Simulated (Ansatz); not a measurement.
# GeH₅O (doublet): from Hartree-Fock to the top rungs at distance O1–H3 along a hydrogen transfer = 0.960 Å, cc-pVDZ

Aim: climb from Hartree-Fock through coupled cluster and multireference methods for GeH₅O (doublet) at one geometry and basis, and see what each rung misses.

The runs use Ansatz 0.2.0, Gaussian basis; cc-pVDZ, core rule «outside noble gas», up to 15 orbitals frozen.

The runs, in order: UHF; CCSD(T) on ROHF; CCSD(T) on UHF; BCCD(T) on ROHF; CISD; CCSDT(Q) on ROHF; CCSDT(Q) on UHF; CASSCF and MRCISD+Q, 3 electrons in 3 orbitals; CASSCF and NEVPT2, 3 electrons in 3 orbitals.

### Step 1. What is computed

The geometry derives from fragments relaxed apart (PBE0/def2-TZVP) and kept rigid, so it is no stationary point. A hydrogen atom is moved between rigid fragments. No spin-orbit coupling is included. The filled d shell of Ge may be among the frozen orbitals whatever the setting's name suggests; the logs give the count.

7 atoms, charge 0, spin multiplicity 2.

Atoms are counted from 1 here; the program's logs count them from 0.

Bond lengths: O1–H2 0.960 Å, O1–H3 0.960 Å, H3–Ge4 1.830 Å, Ge4–H5 1.539 Å, Ge4–H6 1.539 Å, Ge4–H7 1.539 Å. Angles: H2–O1–H3 105.1°, O1–H3–Ge4 180.0°, H3–Ge4–H5 107.7°, H3–Ge4–H6 107.7°, H3–Ge4–H7 107.7°, H5–Ge4–H6 111.2°, H5–Ge4–H7 111.2°, H6–Ge4–H7 111.2°.

### Step 2. UHF

in.yaml reads:

```yaml
crystal:
  periodic: [false, false, false]
  atoms:
    - {symbol: O, position_ang: [-2.276229, -0.009969, -0.000001]}
    - {symbol: H, position_ang: [-2.525539, 0.916606, -0.000001]}
    - {symbol: H, position_ang: [-1.316700, -0.009969, -0.000001]}
    - {symbol: Ge, position_ang: [0.513771, -0.009969, 0.000000]}
    - {symbol: H, position_ang: [0.982439, -1.475884, 0.000000]}
    - {symbol: H, position_ang: [0.982440, 0.722988, -1.269519]}
    - {symbol: H, position_ang: [0.982439, 0.722988, 1.269520]}
basis:
  gaussian: {orbitals: cc-pVDZ}
magnetization: {spin_polarized: true, initial_magnetization: 1}
hamiltonian: {xc: hf}
output: {orbitals: {seedname: orbitals}}
```

Command:

```sh
> ansatz run in.yaml --threads 1 --pin off --events-out ev --progress --plain --max-ram 2816MiB --backend cpu
```

The runs that follow: CCSD(T) on ROHF; CCSD(T) on UHF; BCCD(T) on ROHF; CISD; CCSDT(Q) on ROHF; CCSDT(Q) on UHF; CASSCF and MRCISD+Q, 3 electrons in 3 orbitals; CASSCF and NEVPT2, 3 electrons in 3 orbitals.

**Question.** What will the summary of the whole plan be? Wanted: UCCSDT(Q) below the RHF energy; RMP2 from UCCSDT(Q); UMP2 from UCCSDT(Q); RCCSD from UCCSDT(Q); RCCSD(T) from UCCSDT(Q); UCCSD(T) from UCCSDT(Q); RCCSDT(Q) from UCCSDT(Q); MRCISD+Q pair from UCCSDT(Q); T1 diagnostic.

**Answer**, as computed:

```
                         quantity                                                   value
   UCCSDT(Q) below the RHF energy                                              -9.4394 eV
              RMP2 from UCCSDT(Q)                                         +26.01 kcal/mol
              UMP2 from UCCSDT(Q)                                         +26.17 kcal/mol
             RCCSD from UCCSDT(Q)                                          +4.93 kcal/mol
          RCCSD(T) from UCCSDT(Q)                                          +0.96 kcal/mol
          UCCSD(T) from UCCSDT(Q)                                          +0.88 kcal/mol
         RCCSDT(Q) from UCCSDT(Q)                                          +0.09 kcal/mol
     MRCISD+Q pair from UCCSDT(Q)                                          +3.10 kcal/mol
levels within 1 kcal/mol (43 meV)  RCCSD(T), UCCSD(T), BCCD(T), RCCSDT, UCCSDT, RCCSDT(Q)
                    T1 diagnostic                                                   0.015
```

RCCSD(T) lands +0.96 kcal/mol from the yardstick (0.4 % of the correlation energy). These misses are within one basis, not against nature; the frozen cores of restricted and unrestricted runs differ, which can shift their rows.
